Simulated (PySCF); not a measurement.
# Cl2Cu2H6NO4 ([(OH)2ClCu(mu-NH2)Cu(OH)2Cl]3-): the cost of one run

Computed with PySCF 2.14.0 and routines of our own; the level stands in each step. Atoms count from 0.

### 1 The starting structure

15 atoms, charge -3, high-spin multiplicity 3; geometry from: idealised, bond lengths from ionic radii.

The system (corner-sharing dimer): [(OH)2ClCu(mu-NH2)Cu(OH)2Cl]3-. The metals (Cu(II), Cu(II)) are 3.41 Å apart; the bridge angle is 124°; the spin sites are atom 0 (1 unpaired) and atom 1 (1 unpaired).

### 2 Magnetic exchange: PBE0/def2-SVP H:def2-SV(P) in water

Job settings and geometry (Å):

```
{"job": {"kind": "bs", "xc": "PBE0", "basis": {"default": "def2-SVP", "H": "def2-SV(P)"}, "grid": 1, "solvent": "water"}, "charge": -3, "high_spin_multiplicity": 3, "spin_sites": [[[0], 1], [[1], 1]]}
Cu    -1.812300    -0.162600     0.027100
Cu     1.599500    -0.162600     0.027100
N     -0.106400     0.740700     0.027100
H     -0.106400     1.352700    -0.788900
H     -0.106400     1.352700     0.843100
O     -3.491500    -1.051600     0.027100
H     -3.877200    -1.255900     0.893400
Cl    -1.812300    -0.162600     2.337100
O     -1.812300    -0.162600    -1.872900
H     -1.199800     0.449900    -2.309400
O      3.278700    -1.051600     0.027100
H      3.664500    -1.255900     0.893400
Cl     0.663400    -1.930600     1.182100
O      2.369500     1.291600    -0.922900
H      2.749100     2.008500    -0.390900
```

Level: PBE0/def2-SVP H:def2-SV(P) high-spin and broken-symmetry single points, IEF-PCM water.

Started as:

```bash
$ OMP_NUM_THREADS=1 python exch_run.py task.json out
```

One launch serves the whole session: the jobs run in the order shown.

**Question.** How long does this first job take on 1 thread of Intel Xeon Platinum 8559C (Emerald Rapids), shared host?

About 45 s.
